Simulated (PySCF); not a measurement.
# C6H9Cl: magnetic properties

Wanted: magnetic properties for C6H9Cl (`C=CC1(Cl)CCC1`).

Programs: PySCF 2.14.0, with routines of our own; each step states its level. All values are computed. Atoms count from 0.

## Step 1: The system as given

16 atoms, charge 0, multiplicity 1; geometry from: GFN2-xTB.

## Step 2: Magnetic properties: GIAO wB97X-D/pcSseg-1

Job settings and geometry (Å):

```
{"job": {"kind": "mag", "xc": "wB97X-D", "basis": "pcSseg-1", "isotopologues": 2}, "charge": 0, "multiplicity": 1}
C      2.459967     0.567163     0.791423
C      1.221871     0.631538     0.340502
C      0.164929    -0.413872     0.455327
Cl     0.753780    -1.854388     1.326118
C     -1.178769     0.127954     0.987036
C     -1.740842     0.087696    -0.441947
C     -0.525170    -0.739692    -0.886367
H      2.836374    -0.296947     1.311557
H      3.147823     1.383718     0.655052
H      0.873578     1.515296    -0.180086
H     -1.667737    -0.575394     1.656031
H     -1.126245     1.102960     1.467279
H     -1.779965     1.068530    -0.910525
H     -2.706987    -0.397354    -0.554432
H      0.004891    -0.398752    -1.773542
H     -0.745097    -1.799513    -0.987353
```

With the program's defaults for keys left out, this is: GIAO wB97X-D/pcSseg-1 magnetisability, rotational g tensor and spin-rotation constants, non-relativistic, gas phase.

Command:

```sh
> OMP_NUM_THREADS=1 python excited_run.py task.json out
```

The driver reads the jobs from task.json and runs them one after another.

Standard output:

```text
coarse grid: 13720 points
cycle   1  E = -693.9871232362  dE =  1.190e+00  |g| = 3.710e-01  |ddm| = 3.584e+00
cycle   2  E = -694.0017566957  dE = -1.463e-02  |g| = 3.449e-01  |ddm| = 7.323e-01
cycle   3  E = -694.0274808405  dE = -2.572e-02  |g| = 5.272e-02  |ddm| = 3.489e-01
cycle   4  E = -694.0281242515  dE = -6.434e-04  |g| = 2.567e-02  |ddm| = 7.444e-02
cycle   5  E = -694.0282917943  dE = -1.675e-04  |g| = 4.503e-03  |ddm| = 3.140e-02
cycle   6  E = -694.0282977804  dE = -5.986e-06  |g| = 1.728e-03  |ddm| = 8.258e-03
final grid: 127344 points
cycle   7  E = -694.0773830241  dE = -2.345e-04  |g| = 5.997e-03  |ddm| = 5.295e-02
cycle   8  E = -694.0773861553  dE = -3.131e-06  |g| = 5.447e-03  |ddm| = 1.488e-02
cycle   9  E = -694.0773926712  dE = -6.516e-06  |g| = 8.162e-04  |ddm| = 5.471e-03
cycle  10  E = -694.0773928201  dE = -1.489e-07  |g| = 4.608e-04  |ddm| = 1.469e-03
cycle  11  E = -694.0773928720  dE = -5.183e-08  |g| = 6.218e-05  |ddm| = 5.160e-04
cycle  12  E = -694.0773928733  dE = -1.277e-09  |g| = 2.698e-05  |ddm| = 1.343e-04
cycle  13  E = -694.0773928735  dE = -2.119e-10  |g| = 4.890e-06  |ddm| = 4.627e-05
converged SCF energy = -694.0773928735

Magnetisability tensor (1e-30 J/T^2)
    -1265.17      109.29        3.24
      109.29    -1153.15      -86.11
        3.24      -86.11    -1384.06
isotropic -1267.46   principal values   -1424.01  -1308.87  -1069.51
isotropic susceptibility -76.328 1e-6 cm^3/mol

Inertial axes            a          b          c
rot. const./GHz      2.9840     1.9672     1.4588
chi total           -78.236    -64.995    -85.754
chi diamagnetic    -504.998   -730.346   -925.674
chi paramagnetic    426.762    665.351    839.920
quadrupole/D A        1.993      0.583     -2.576
g nuclear            0.5828     0.5933     0.5751
g electronic        -0.5983    -0.6149    -0.5756
g total             -0.0155    -0.0217    -0.0006

Spin-rotation constants (kHz, H = +C I.J)
atom  isotope        aa         bb         cc
  3   35Cl        0.704      0.400      0.437
  7     1H       -0.041      0.027     -0.170
  8     1H       -0.217      0.122     -0.169
  9     1H       -0.102      0.081     -0.175
 10     1H       -0.340      0.035     -0.114
 11     1H       -0.336     -0.089     -0.035
 12     1H       -0.260      0.024     -0.168
 13     1H       -0.051     -0.117     -0.159
 14     1H       -0.336     -0.088     -0.035
 15     1H       -0.341      0.035     -0.113
  0    13C*       0.911      0.905      0.177
  1    13C*       1.030      1.018      0.228
  2    13C*       0.723      0.379      0.330
  4    13C*       0.431      0.356      0.296
  5    13C*       0.474      0.252      0.167
* in the singly substituted isotopologue

Isotopologues: g along a, b, c
2H    at 7,8,9,10,11,12    -0.0141    -0.0179    -0.0006
13C   at 0                 -0.0157    -0.0210    -0.0005
```

Wall time 41 s (1 thread of Arm Neoverse V2, shared host); peak memory 0.86 GiB.

From this job:

```tsv
quantity	value
magnetisability	-1267·10⁻³⁰ J/T²
molar susceptibility	-76.3·10⁻⁶ cm³/mol
rotational g (a, b, c)	-0.0155, -0.0217, -0.0006
```

Orbitals, density, ELF and potential are computed afterwards from the orbital file.

Frontier orbitals at wB97X-D/pcSseg-1, with the share of their density that lies nearest to each atom:

```tsv
orbital	energy (eV)	lies on
HOMO	-9.50	C0, C1 about 31 % each; C2, C4, C6 about 6 % each
LUMO	2.02	C0, C1 about 29 % each; H7, H8 about 9 % each; H9 7 %
```

ELF in a plane through or near 10 of the atoms.

Ten even steps from '0' (0.00) to '9' (1.00):
```
0000000000000000000000000000
0000000000000000000000000000
0000000000012321000000000000
0000000002356764100000000000
0000000026885886200000000000
0000000017947285100000000000
0000058502861551000000000000
0000299970257841000000000000
0000189993025143011589600000
0000037745478343245999920000
0000588228258621522999930000
0003999957236201422789710000
0003999921899701899721000000
0000799601999902999920000000
0000001000799600899810000000
0000000000144000156200000000
0000000000000000000000000000
0000000000000000000000000000
0000000000000000000000000000
0000000000000000000000000000
```
The map spans 11.9 Å across and 9.6 Å up, centred on the molecule. Atoms in the plane (x, y in Å): C0 (-2.6, -0.1), C1 (-1.3, -0.4), C2 (-0.1, 0.5), Cl3 (-0.7, 2.2), C5 (1.8, -0.4), H7 (-2.9, 0.9), H8 (-3.4, -0.9), H9 (-1.0, -1.5), H12 (1.8, -1.5), H13 (2.8, -0.1).

On the surface of density 0.002 e/bohr³ the electrostatic potential runs, from the 1st to the 99th percentile, from -0.82 V near Cl3 to 0.94 V near H9.

## Step 3: Magnetic properties: GIAO B3LYP/6-31G*, grid 3

The job, as its differences from that of step 2:

```diff
@@ -1,2 +1,2 @@
-{"job": {"kind": "mag", "xc": "wB97X-D", "basis": "pcSseg-1", "isotopologues": 2}, "charge": 0, "multiplicity": 1}
+{"job": {"kind": "mag", "xc": "B3LYP", "basis": "6-31G*", "grid": 3}, "charge": 0, "multiplicity": 1}
 C      2.459967     0.567163     0.791423
```

Level: GIAO B3LYP/6-31G* magnetisability, rotational g tensor and spin-rotation constants, non-relativistic, gas phase.

Standard output:

```text
coarse grid: 13720 points
cycle   1  E = -694.1982090720  dE =  8.441e-01  |g| = 4.588e-01  |ddm| = 3.684e+00
cycle   2  E = -694.1917666548  dE =  6.442e-03  |g| = 5.008e-01  |ddm| = 9.923e-01
cycle   3  E = -694.2557842707  dE = -6.402e-02  |g| = 7.290e-02  |ddm| = 4.945e-01
cycle   4  E = -694.2568374903  dE = -1.053e-03  |g| = 3.609e-02  |ddm| = 1.057e-01
cycle   5  E = -694.2571523945  dE = -3.149e-04  |g| = 1.009e-02  |ddm| = 4.583e-02
cycle   6  E = -694.2571788570  dE = -2.646e-05  |g| = 2.066e-03  |ddm| = 1.334e-02
cycle   7  E = -694.2571799702  dE = -1.113e-06  |g| = 3.440e-04  |ddm| = 2.651e-03
final grid: 191864 points
cycle   8  E = -694.1941541843  dE = -2.316e-05  |g| = 6.839e-03  |ddm| = 2.472e-02
cycle   9  E = -694.1941448823  dE =  9.302e-06  |g| = 9.071e-03  |ddm| = 1.760e-02
cycle  10  E = -694.1941664433  dE = -2.156e-05  |g| = 1.426e-03  |ddm| = 1.135e-02
cycle  11  E = -694.1941669561  dE = -5.128e-07  |g| = 2.646e-04  |ddm| = 1.611e-03
cycle  12  E = -694.1941669722  dE = -1.611e-08  |g| = 8.984e-05  |ddm| = 2.926e-04
cycle  13  E = -694.1941669742  dE = -1.956e-09  |g| = 1.888e-05  |ddm| = 9.145e-05
cycle  14  E = -694.1941669743  dE = -8.481e-11  |g| = 5.109e-06  |ddm| = 2.524e-05
converged SCF energy = -694.1941669743

Magnetisability tensor (1e-30 J/T^2)
    -1225.63      108.29        2.41
      108.29    -1124.46      -79.76
        2.41      -79.76    -1344.08
isotropic -1231.39   principal values   -1380.81  -1272.58  -1040.78
isotropic susceptibility -74.156 1e-6 cm^3/mol

Inertial axes            a          b          c
rot. const./GHz      2.9840     1.9672     1.4588
chi total           -75.933    -63.382    -83.152
chi diamagnetic    -503.571   -729.018   -924.740
chi paramagnetic    427.639    665.635    841.588
quadrupole/D A        1.659      0.416     -2.074
g nuclear            0.5828     0.5933     0.5751
g electronic        -0.5995    -0.6152    -0.5768
g total             -0.0167    -0.0219    -0.0017

Spin-rotation constants (kHz, H = +C I.J)
atom  isotope        aa         bb         cc
  3   35Cl        0.674      0.383      0.417
  7     1H       -0.054      0.014     -0.175
  8     1H       -0.228      0.108     -0.176
  9     1H       -0.110      0.072     -0.177
 10     1H       -0.351      0.033     -0.117
 11     1H       -0.346     -0.091     -0.036
 12     1H       -0.265      0.023     -0.174
 13     1H       -0.054     -0.122     -0.166
 14     1H       -0.346     -0.091     -0.036
 15     1H       -0.351      0.033     -0.116
  0    13C*       0.842      0.799      0.164
  1    13C*       0.950      0.904      0.213
  2    13C*       0.694      0.367      0.317
  4    13C*       0.403      0.338      0.280
  5    13C*       0.454      0.245      0.159
* in the singly substituted isotopologue
```

Wall time 22 s (1 thread of Arm Neoverse V2, shared host); peak memory 0.6 GiB.

In short:

```tsv
quantity	value
magnetisability	-1231·10⁻³⁰ J/T²
molar susceptibility	-74.2·10⁻⁶ cm³/mol
rotational g (a, b, c)	-0.0167, -0.0219, -0.0017
```

## Step 4: Magnetic properties side by side

```tsv
level	ξ (10⁻³⁰ J/T²)	g(a)	g(b)	gap (eV)	functions	time
GIAO wB97X-D/pcSseg-1	-1267	-0.0155	-0.0217	11.53	171	41 s
GIAO B3LYP/6-31G*, grid 3	-1231	-0.0167	-0.0219	7.53	120	22 s
```

## Step 5: Summary of results

```
                                              quantity                      value
       magnetisability (step 2, GIAO wB97X-D/pcSseg-1)           -1267·10⁻³⁰ J/T²
  molar susceptibility (step 2, GIAO wB97X-D/pcSseg-1)         -76.3·10⁻⁶ cm³/mol
rotational g (a, b, c) (step 2, GIAO wB97X-D/pcSseg-1)  -0.0155, -0.0217, -0.0006
                 surface potential, 1st and 99th percentile         -0.82 V and 0.94 V
                       magnetisability over the levels  -1267 to -1231·10⁻³⁰ J/T²
```

In words: The magnetisability spreads by 2.9 % over 2 levels, from GIAO wB97X-D/pcSseg-1 (41 s) to GIAO B3LYP/6-31G*, grid 3 (22 s); the runs took 22 s to 41 s. Two levels can agree by chance, so this spread shows no convergence. Vibrational averaging and real surroundings are missing from these values.
